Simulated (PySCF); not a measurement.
# C2HClFIn (SMILES C#[C][In]([F])[Cl]) at 6 levels

Aim: a comparison of 6 runs (HF/STO-3G, HF/3-21G, CAM-B3LYP/def2-SVP, M06-2X/def2-SVP, wB97M-V/def2-SVP, SCS-MP2/def2-SVP) of C2HClFIn. 

The results are computed with PySCF 2.14.0.

2 further runs of the same task are left out: 2 set aside as unsound or not needed.

## (1) Starting point

C2HClFIn: 6 atoms, total charge 0, spin state singlet. SMILES: `C#[C][In]([F])[Cl]`. The In3–Cl5 distance was set to 2.981 Å, away from the relaxed value.

Bond lengths: C1–C2 1.206 Å, C2–In3 2.048 Å, In3–F4 1.933 Å, C1–H6 1.067 Å. Angles: C1–C2–In3 179.4°, C2–In3–F4 120.7°, C2–C1–H6 179.8°.

## (2) A single-point energy at HF/STO-3G (run 1)

calc.py

```python
from pyscf import gto, scf

molecule = gto.M(
    atom='''
C        1.119318      -0.045235       2.269623
C        0.469918      -0.265435       1.277523
In      -0.624782      -0.621235      -0.415877
F       -1.742582      -2.192135      -0.554877
Cl      -0.759200       1.049500      -2.880900
H        1.692518       0.146865       3.148723
''',
    basis='sto-3g',
    verbose=3,
    spin=0,
    max_memory=1860,
    charge=0,
)

mf = scf.RHF(molecule)
mf.conv_tol = 1e-10
mf.kernel()
if not mf.converged:
    mf = mf.newton().run(mf.mo_coeff, mf.mo_occ)

e_final = mf.e_tot
print('E = %.10f Eh' % e_final)
```

Launch:

```
$ OMP_NUM_THREADS=1 python calc.py
```

Standard output:

```text
converged SCF energy = -6310.84140945574
E = -6310.8414094557 Eh
```

Run time: 1.2 s. Hardware: 1 thread of Intel Xeon at 2.70GHz, shared host; peak memory 0.12 GiB.

## (3) The energy at HF/3-21G (run 2)

input.py

```python
from pyscf import gto

mol = gto.Mole()
mol.atom = '''
C      2.115204    -0.085482     4.288966
C      0.888016    -0.501599     2.414169
In    -1.180667    -1.173964    -0.785894
F     -3.293003    -4.142535    -1.048566
Cl    -1.434680     1.983268    -5.444112
H      3.198395     0.277535     5.950224
'''
mol.max_memory = 1860
mol.verbose = 4
mol.basis = '3-21g'
mol.unit = 'bohr'
mol.build()

myscf = mol.RHF()
myscf.conv_tol = 1e-10
myscf.kernel()
if not myscf.converged:
    myscf = myscf.newton().run(myscf.mo_coeff, myscf.mo_occ)

etot = myscf.e_tot
print(f'total energy: {etot:.8f} hartree')
```

Launch:

```
$ OMP_NUM_THREADS=1 python input.py
```

Standard output:

```text
PySCF version 2.14.0

[... 66 lines left out ...]
converged SCF energy = -6346.84656630966
total energy: -6346.84656631 hartree
```

Run time: 2.5 s. Hardware: 1 thread of Intel Xeon at 2.70GHz, shared host; peak memory 0.14 GiB.

Runs 3 to 5 aren't shown in full; the table further down has their settings and results.

## (4) The energy at SCS-MP2/def2-SVP (core potential) (run 6)

calc.py

```python
from pyscf import gto, mp

molecule = gto.Mole()
molecule.atom = [
    ('C', (1.119318, -0.045235, 2.269623)),
    ('C', (0.469918, -0.265435, 1.277523)),
    ('In', (-0.624782, -0.621235, -0.415877)),
    ('F', (-1.742582, -2.192135, -0.554877)),
    ('Cl', (-0.759200, 1.049500, -2.880900)),
    ('H', (1.692518, 0.146865, 3.148723)),
]
molecule.basis = 'def2-svp'
molecule.max_memory = 1860
molecule.verbose = 4
molecule.ecp = {'In': 'def2-svp'}
molecule.build()

mf = molecule.RHF()
mf.conv_tol = 1e-10
mf.kernel()
if not mf.converged:
    mf = mf.newton().run(mf.mo_coeff, mf.mo_occ)

pt = mp.MP2(mf, frozen=12).run()
e_final = mf.e_tot + 1.2 * pt.e_corr_os + pt.e_corr_ss / 3
print('E = %.10f Eh' % e_final)
```

Launch:

```
$ OMP_NUM_THREADS=1 python calc.py
```

Standard output:

```text
PySCF version 2.14.0

[... 68 lines left out ...]
converged SCF energy = -824.135917339967
[... 1 line left out ...]
******** <class 'pyscf.mp.mp2.RMP2'> ********
nocc = 18, nmo = 79
frozen orbitals 12
E(RMP2) = -824.778861300192  E_corr = -0.642943960225803
E(SCS-RMP2) = -824.75840200211  E_corr = -0.622484662143263
E_corr(same-spin) = -0.171978565531962
E_corr(oppo-spin) = -0.470965394693841
E = -824.7584020021 Eh
```

Wall time 2.6 s (1 thread of Intel Xeon at 2.70GHz, shared host); peak memory 0.23 GiB.

## (5) All runs side by side

```tsv
run	level	core potential	integration grid	energy (Eh)	dipole moment (D) of the reference	HOMO energy (eV)	LUMO energy (eV)	wall time
1	HF/STO-3G	–	–	-6310.841409	5.16	-8.07	3.67	1.2 s
2	HF/3-21G	–	–	-6346.846566	6.72	-11.02	-0.34	2.5 s
3	CAM-B3LYP/def2-SVP (core potential)	def2-svp	5	-826.569014	5.06	-9.07	-2.69	36 s
4	M06-2X/def2-SVP (core potential)	def2-svp	5	-826.509907	5.28	-9.09	-2.83	43 s
5	wB97M-V/def2-SVP (core potential)	def2-svp	5	-826.524197	5.16	-9.96	-1.68	2 min
6	SCS-MP2/def2-SVP (core potential)	def2-svp	–	-824.758402	5.90	-10.96	-0.37	2.6 s
```

## (6) What came out

```
                                           quantity          value
                                run 6: total energy  -824.75840 Eh
        run 6: dipole moment (Hartree–Fock density)         5.90 D
         run 6: HOMO energy (Hartree–Fock orbitals)      -10.96 eV
         run 6: LUMO energy (Hartree–Fock orbitals)       -0.37 eV
       run 6: HOMO–LUMO gap (Hartree–Fock orbitals)       10.59 eV
run 6: correlation energy (12 core orbitals frozen)     -622.5 mEh
```

**Reading.** Over runs 1, 2, 3, 4, 5 the dipole moment (its size) runs from 5.06 D (CAM-B3LYP/def2-SVP) to 6.72 D (HF/3-21G). The two ends differ in method and basis and core potential. Over runs 1, 2, 3, 4, 5 the HOMO–LUMO gap runs from 6.26 eV (M06-2X/def2-SVP) to 11.74 eV (HF/STO-3G). Totals of different functionals can't be ranked against each other. Some runs of one species differ in core potentials or relativity; totals across that change don't compare. In run 1 the basis is minimal, so the values are rough. In runs 1, 2 relativity is left out where basis or elements ask for it. All runs together took 3.5 min, the longest 2 min.
